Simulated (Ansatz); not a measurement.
**H₄MgO₂Si: basis-set convergence**

The task here is to estimate one member of a computed series from the others.

Computed with Ansatz 0.2.0, Gaussian basis. Level: one geometry, several basis sets.

Levels to be run: PBE0-D4/def2-SVP; ωB97M-V/def2-SVP; PBE0-D4/def2-QZVPP; ωB97M-V/def2-QZVPP; the functionals' def2-TZVPP values are taken from earlier runs.

## The relaxed structure

The geometry comes from an earlier relaxation with PBE0-D4 in a triple-zeta def2 set; it is a stationary point, not always the lowest conformer.

SMILES `[OH][Mg][O][SiH3]`, 8 atoms, charge 0, spin multiplicity 1.

Atoms are counted from 1 here; the program's logs count them from 0.

Bond lengths: O1–Mg2 1.755 Å, O1–H5 0.947 Å, Mg2–O3 1.789 Å, O3–Si4 1.611 Å, Si4–H6 1.493 Å, Si4–H7 1.493 Å, Si4–H8 1.493 Å. Angles: Mg2–O1–H5 163.8°, O1–Mg2–O3 178.0°, Mg2–O3–Si4 179.9°, O3–Si4–H6 111.4°, O3–Si4–H7 111.4°, O3–Si4–H8 111.4°, H6–Si4–H7 107.4°, H6–Si4–H8 107.5°, H7–Si4–H8 107.5°.

As a file:

```xyz
8
H4MgO2Si
O     0.6272    2.9451   -1.4183
Mg    0.2825    1.3912   -0.6786
O    -0.0076   -0.1990    0.0880
Si   -0.2723   -1.6306    0.7776
H     0.5491    3.7807   -1.8566
H    -1.2192   -1.5154    1.9260
H    -0.8609   -2.6017   -0.1916
H     0.9933   -2.2273    1.2978
```

The first run:

in.yaml reads:

```yaml
crystal:
  periodic: [false, false, false]
  atoms:
    - {symbol: O, position_ang: [0.627228, 2.945124, -1.418279]}
    - {symbol: Mg, position_ang: [0.282468, 1.391196, -0.678580]}
    - {symbol: O, position_ang: [-0.007577, -0.198952, 0.087979]}
    - {symbol: Si, position_ang: [-0.272271, -1.630635, 0.777572]}
    - {symbol: H, position_ang: [0.549104, 3.780741, -1.856571]}
    - {symbol: H, position_ang: [-1.219193, -1.515432, 1.926002]}
    - {symbol: H, position_ang: [-0.860911, -2.601740, -0.191590]}
    - {symbol: H, position_ang: [0.993350, -2.227303, 1.297767]}
basis:
  gaussian: {orbitals: def2-SVP}
hamiltonian: {xc: pbe0, dispersion: d4}
output: {orbitals: {seedname: orbitals}}
```

Command:

```
$ ansatz run in.yaml --threads 4 --pin off --events-out ev --progress --plain --max-ram 10444MiB
```

Among the steps run: PBE0-D4 in def2-SVP; ωB97M-V in def2-SVP; PBE0-D4 in def2-QZVPP; ωB97M-V in def2-QZVPP.

One table of the session follows, with a row left open; its other results are not shown here.

It belongs to the step «Density functionals: the series». 

```
functional       basis  HOMO (eV)  LUMO (eV)
   PBE0-D4    def2-SVP      -7.94      -1.23
   PBE0-D4  def2-TZVPP          ?          ?
   PBE0-D4  def2-QZVPP      -8.05      -1.37
   ωB97M-V    def2-SVP     -10.24       0.05
   ωB97M-V  def2-TZVPP     -10.37      -0.09
   ωB97M-V  def2-QZVPP     -10.38      -0.26
```

Q: Estimate the row for PBE0-D4, def2-TZVPP from the others.

**Answer.** HOMO (eV): -8.04; LUMO (eV): -1.34. In the column «HOMO (eV)» it lies between PBE0-D4, def2-QZVPP (-8.05) and PBE0-D4, def2-SVP (-7.94).
